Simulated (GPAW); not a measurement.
# As2Se (I4_1/amd) in GPAW: notebook

One crystal, As2Se, is run at these levels: PBE, TB-mBJ; tasks: equation of state, single point.

Program: GPAW 26.7.0. These are calculated values, not measurements. Logs are shortened: lines on timing, memory, paths and dates and some standing lists are left out, and cuts for length are marked. The log counts tension as positive stress, the text compression.

### 1 Starting point

The structure is tetragonal, space group I4_1/amd (No. 141). The conventional cell has a = 7.059 Å, b = 7.059 Å, c = 5.307 Å, α = 90.00°, β = 90.00°, γ = 90.00°. Se (site symmetry -4m2) is surrounded by 4 As at 2.66 Å. As (site symmetry 2/m) has 2 Se at 2.66 Å and 4 As at 2.83 Å as nearest neighbours.

The cell comes from a database or a generator and needn't be the stable form of this composition.

### 2 Equation of state, PBE

The input, run.py:

```python
from ase import Atoms
from ase.eos import EquationOfState
from ase.io import Trajectory
from ase.units import GPa
from gpaw import GPAW, PW

atoms = Atoms(['Se', 'Se', 'As', 'As', 'As', 'As'],
              cell=[[-3.529418, 3.529418, 2.653571],
                    [3.529418, -3.529418, 2.653571],
                    [3.529418, 3.529418, -2.653571]],
              scaled_positions=[[0.25, 0.75, 0.5],
                                [0.5, 0.5, 0.0],
                                [0.875, 0.125, 0.25],
                                [0.875, 0.625, 0.75],
                                [0.375, 0.125, 0.25],
                                [0.875, 0.125, 0.75]],
              pbc=True)

traj = Trajectory('eos.traj', 'w')
volumes, energies = [], []
for x in [0.94, 0.96, 0.98, 1.0, 1.02, 1.04, 1.06]:
    a = atoms.copy()
    a.set_cell(atoms.cell * x**(1 / 3), scale_atoms=True)
    calc = GPAW(mode=PW(600),
                xc='PBE',
                kpts={'size': (5, 5, 5), 'gamma': True},
                occupations={'name': 'fermi-dirac', 'width': 0.05},
                nbands=30,
                convergence={'density': 1e-05, 'energy': 1e-05},
                maxiter=150,
                txt=f'eos-{x:.2f}.txt')
    a.calc = calc
    energies.append(a.get_potential_energy(force_consistent=True))
    volumes.append(a.get_volume())
    p = -a.get_stress()[:3].mean() / GPa
    calc.write(f'eos-{x:.2f}.gpw')
    traj.write(a)
    print(f'{x:.2f} {volumes[-1]:10.4f} A^3 {energies[-1]:14.6f} eV {p:9.3f} GPa', flush=True)

v0, e0, B = EquationOfState(volumes, energies, eos='birchmurnaghan').fit()
print(f'V0 = {v0:.4f} A^3, E0 = {e0:.6f} eV, B0 = {B / GPa:.2f} GPa')
```

Potentials or basis: GPAW PAW data sets (gpaw-data 1.2.1), pw.

Started as:

```
OMP_NUM_THREADS=1 python run.py
```

Standard output:

```text
__  _  _
 | _ |_)|_||  |
 |__||  | ||/\| - 26.7.0

Input parameters:
  mode=PW(ecut=600.0),
  convergence={'density': 1e-05, 'energy': 1e-05},
  kpts=MonkhorstPack(size=(5, 5, 5), gamma=True),
  maxiter=150,
  nbands=30,
  occupations=Occupations(name='fermi-dirac', width=0.05),
  xc=XC(name='PBE')

Diagonalizing LCAO Hamiltonian
Converting LCAO to pw mode

          As   As As
            Se
             As
                    Se

Atoms  # Å, Bohr magnetons
|   | symbol |         x |         y |        z |    initial magnetic moments |
|---|--------|-----------|-----------|----------|-----------------------------|
| 0 |     Se |  3.457369 | -0.000000 | 1.299701 | ( 0.0000,  0.0000,  0.0000) |
| 1 |     Se |  0.000000 |  0.000000 | 2.599401 | ( 0.0000,  0.0000,  0.0000) |
| 2 |     As | -1.728684 |  3.457369 | 1.949551 | ( 0.0000,  0.0000,  0.0000) |
| 3 |     As |  1.728684 |  3.457369 | 1.949551 | ( 0.0000,  0.0000,  0.0000) |
| 4 |     As |  0.000000 |  1.728684 | 0.649850 | ( 0.0000,  0.0000,  0.0000) |
| 5 |     As |  0.000000 |  5.186053 | 0.649850 | ( 0.0000,  0.0000,  0.0000) |

Unit cell  # Å
| periodic |         x |         y |         z |  lengths |     angles |
|----------|-----------|-----------|-----------|----------|------------|
|      yes | -3.457369 |  3.457369 |  2.599401 | 5.537480 | 102.729867 |
|      yes |  3.457369 | -3.457369 |  2.599401 | 5.537480 | 102.729867 |
|      yes |  3.457369 |  3.457369 | -2.599401 | 5.537480 | 124.006753 |

Number of symmetries: 8
Symmetry operations  # r_c * U_cc + t_c -> r_c
|   | kind |            matrix            |
|---|------|------------------------------|
| 0 |  σ   |  1, 1, 1,  0, 0,-1,  0,-1, 0 |
| 1 |  E   |  1, 0, 0,  0, 1, 0,  0, 0, 1 |
| 2 |  C2  |  0, 1, 0,  1, 0, 0, -1,-1,-1 |
| 3 |  S4  |  0, 0, 1, -1,-1,-1,  0, 1, 0 |
| 4 |  σ   |  0, 0,-1,  1, 1, 1, -1, 0, 0 |
| 5 |  C2  |  0,-1, 0, -1, 0, 0,  0, 0,-1 |
| 6 |  C2  | -1, 0, 0,  0,-1, 0,  1, 1, 1 |
| 7 |  S4  | -1,-1,-1,  0, 0, 1,  1, 0, 0 |

BZ-sampling:
  Number of BZ points: 125
  Number of IBZ points: 18

  Monkhorst-Pack size: [5, 5, 5]
  Monkhorst-Pack shift: [0, 0, 0]

K-points  # in reciprocal-cell coordinates
|     |                                coordinates |     weight |
|-----|--------------------------------------------|------------|
|   0 | (  0.00000000,   0.00000000,   0.00000000) | 0.00800000 |
|   1 | (  0.20000000,  -0.20000000,   0.00000000) | 0.03200000 |
|   2 | (  0.20000000,  -0.20000000,   0.20000000) | 0.03200000 |
|   3 | (  0.20000000,   0.00000000,   0.00000000) | 0.06400000 |
|   4 | (  0.20000000,   0.20000000,  -0.20000000) | 0.01600000 |
|   5 | (  0.40000000,  -0.40000000,   0.00000000) | 0.03200000 |
|   6 | (  0.40000000,  -0.40000000,   0.20000000) | 0.06400000 |
|   7 | (  0.40000000,  -0.40000000,   0.40000000) | 0.03200000 |
|   8 | (  0.40000000,  -0.20000000,   0.00000000) | 0.12800000 |
|   9 | (  0.40000000,  -0.20000000,   0.20000000) | 0.06400000 |
| ... |                                            |            |
|  17 | (  0.40000000,   0.40000000,   0.40000000) | 0.06400000 |

Plane wave coefficients: 4166
Cutoff: 600.0 eV

Spin-components: 1 (collinear spins)
Bands:           30
Projectors:      30
Spin-degeneracy: 2
Datatype:        complex128

Parallelization:
  kpt:    1
  domain: 1
  band:   1

Density:
  Valence electrons: 32.0
  Components: 1
  Grid points: [32 32 32]
  Charge: 0.0  # |e|

Potential:
  Grid points: [32 32 32]

species:
  Se:
    name:    Selenium
    Z:       34.0
    valence: 6
    core:    28
    charge:  0.0  # [|e|]
    compensation charges:
      type: gauss
      rc: 0.27  # [Å]
      lmax: 2
    cutoffs:
      filter: 1.77  # [Å]
      core: 2.67  # [Å]
    projectors
    | kind |    occ | energy [eV] | rcut [Å] |
    |------|--------|-------------|----------|
    |   4s |  2.000 |     -17.277 |    0.847 |
    |   4p |  4.000 |      -6.512 |    1.005 |
    |    s |        |       9.935 |    0.847 |
    |    p |        |      20.699 |    1.005 |
    |    d |        |       0.000 |    0.847 |

    Using partial waves for Se as LCAO basis

  As:
    name:    Arsenic
    Z:       33.0
    valence: 5
    core:    28
    charge:  0.0  # [|e|]
    compensation charges:
      type: gauss
      rc: 0.33  # [Å]
      lmax: 2
    cutoffs:
      filter: 1.87  # [Å]
      core: 2.96  # [Å]
    projectors
    | kind |    occ | energy [eV] | rcut [Å] |
    |------|--------|-------------|----------|
    |   4s |  2.000 |     -14.487 |    1.058 |
    |   4p |  3.000 |      -5.196 |    1.058 |
    |    s |        |      12.725 |    1.058 |
    |    p |        |      22.016 |    1.058 |
    |    d |        |       0.000 |    1.058 |

    Using partial waves for As as LCAO basis

Reference energy: -378218.958662  # eV

eigensolver:
  PPCG
  Converge bands: occupied
  niter=2

density mixing:
  MSR1-Mixer
  Pratt-step length: 0.05
  Maximum mixing coefficient: 0.75
  Old densities: 10
  SVD Regularization: 0.005
  Good broyden scale: 1.0
  Trust region scale: 1.0
  Backstep threshold: 4.0
  History deletion threshold: 6.0
  Fourier metric: weight=20.0, sigma=0.015

occupation numbers:
  Fermi-Dirac:
    width: 0.0500  # eV

poisson solver:
  ecut: 4800.0  # eV

xc functional:
  name: PBE with 2 nearest neighbor stencil

convergence criteria:
[... 6 lines left out ...]
|iter     | |      energy | eigst |  dens |
|---------|-|-------------|-------|-------|
|iter:   1| |  -25.180252 | -0.55 |       |
|iter:   2| |  -25.172976 | -2.68 | -1.26 |
|iter:   3| |  -25.130960 | -3.08 | -1.29 |
|iter:   4| |  -25.131522 | -3.93 | -1.82 |
|iter:   5| |  -25.131439 | -4.94 | -2.54 |
|iter:   6| |  -25.131464c| -6.14 | -3.04 |
|iter:   7| |  -25.131466c| -7.18 | -3.66 |
|iter:   8| |  -25.131465c| -7.78c| -3.96 |
|iter:   9| |  -25.131465c| -7.68c| -4.49 |
|iter:  10| |  -25.131465c| -8.67c| -5.23c|

Converged in 10 steps
Energy contributions relative to reference atoms: (reference = -378218.958662)

Energy contributions:
  Kinetic:          53.010964
  Coulomb:         -49.447799
  Zero:             -0.066841
  External:          0.000000
  Xc:              -28.623849
  Entropy:          -0.007880
  Spinorbit:         0.000000
  ----------------------------
  Free energy:     -25.135405
  Extrapolated:    -25.131465

dipole moment: (-38.259747, 12.802249, 9.570045)  # |e|*Ang

Fermi level: 7.374
Eigenvalues  # (at kpt = [0.000, 0.000, 0.000])
| band index |      eig [eV] | occ [0-2] |
|------------|---------------|-----------|
|          0 |        -8.254 |     2.000 |
|        ... |               |           |
|          8 |         2.611 |     2.000 |
|          9 |         2.937 |     2.000 |
|         10 |         2.937 |     2.000 |
|         11 |         4.255 |     2.000 |
|         12 |         4.255 |     2.000 |
|         13 |         4.436 |     2.000 |
[... 8 lines left out ...]
|         22 |        13.172 |     0.000 |
|         23 |        13.172 |     0.000 |
|        ... |               |           |
|         29 |        17.236 |     0.000 |

No gap
No difference between direct/indirect transitions

Stress tensor  # eV/Ang^3
|         x |         y |         z |
|-----------|-----------|-----------|
| -0.029938 | -0.000000 | -0.000000 |
| -0.000000 | -0.029938 |  0.000000 |
| -0.000000 |  0.000000 | -0.041343 |

# Writing to eos-0.94.gpw (mode='')
```

It took 4.5 min on 1 thread of Arm Neoverse V2, shared host; peak memory 0.46 GiB.

Results:

```yaml
Equilibrium_volume: 22.12 Å³/atom
Bulk_modulus_at_fixed_shape_and_positions: 72 GPa
Pressure_derivative_of_the_bulk_modulus: 4.4
```

Energy against volume, from the lowest point:
```
volume (Å³/atom)  energy (meV/atom)
          20.714              22.28
          21.155              10.05
          21.596               2.79
          22.037               0.00
          22.477               1.24
          22.918               6.07
          23.359              14.14
```

Caveat: the cell was scaled at fixed shape and fractional positions, which overstates the stiffness of a crystal with free parameters, most of all of layers and chains.

### 3 Single point, TB-mBJ

The input, run.py:

```python
from ase import Atoms
from ase.dft.bandgap import bandgap
from ase.io import write
from gpaw import GPAW, PW

atoms = Atoms(['Se', 'Se', 'As', 'As', 'As', 'As'],
              cell=[[-3.529418, 3.529418, 2.653571],
                    [3.529418, -3.529418, 2.653571],
                    [3.529418, 3.529418, -2.653571]],
              scaled_positions=[[0.25, 0.75, 0.5],
                                [0.5, 0.5, 0.0],
                                [0.875, 0.125, 0.25],
                                [0.875, 0.625, 0.75],
                                [0.375, 0.125, 0.25],
                                [0.875, 0.125, 0.75]],
              pbc=True)

calc = GPAW(mode=PW(600),
            xc='TB09',
            kpts={'size': (6, 6, 6), 'gamma': True},
            occupations={'name': 'fermi-dirac', 'width': 0.05},
            nbands=30,
            convergence={'density': 1e-05, 'energy': 1e-05},
            eigensolver='cg',
            maxiter=150,
            txt='gpaw.txt')
atoms.calc = calc
energy = atoms.get_potential_energy()
calc.write('gs.gpw')
write('result.traj', atoms)
print('Fermi level:', round(calc.get_fermi_level(), 4), 'eV')
print(f'Gap: {bandgap(calc)[0]:.4f} eV, direct: {bandgap(calc, direct=True)[0]:.4f} eV')
```

Potentials or basis: GPAW PAW data sets for LDA (gpaw-data 1.2.1), pw.

Started as:

```
OMP_NUM_THREADS=1 python run.py
```

Wall time 2.6 min (1 thread of Arm Neoverse V2, shared host); peak memory 0.36 GiB.

Results (log left out):

```
Band gap on the k mesh : none (metal or under the smearing width)
```

Levels at points of the mesh, in eV from the Fermi level:
```
           k point  band 12  band 13  band 14  band 15  band 16  band 17  band 18  band 19  band 20  band 21
(0.00, 0.00, 0.00)    -3.01    -3.01    -2.71    -2.71    -1.02     2.48     3.04     3.04     3.69     4.06
(0.50, 0.00, 0.50)    -2.59    -1.83    -1.58    -0.59    -0.11     0.17     0.56     1.56     2.66     3.06
(0.50, 0.50, 0.00)    -2.39    -1.51    -1.51    -1.16    -1.16     0.00     0.00     1.97     1.97     3.87
(0.50, 0.50, 0.50)    -2.40    -0.80    -0.80    -0.44    -0.44     0.33     0.33     0.41     0.41     2.63
```

Caveat: a model potential gives levels but no total energy; the PAW data sets were made with another functional, which shifts forces and pressure a little.
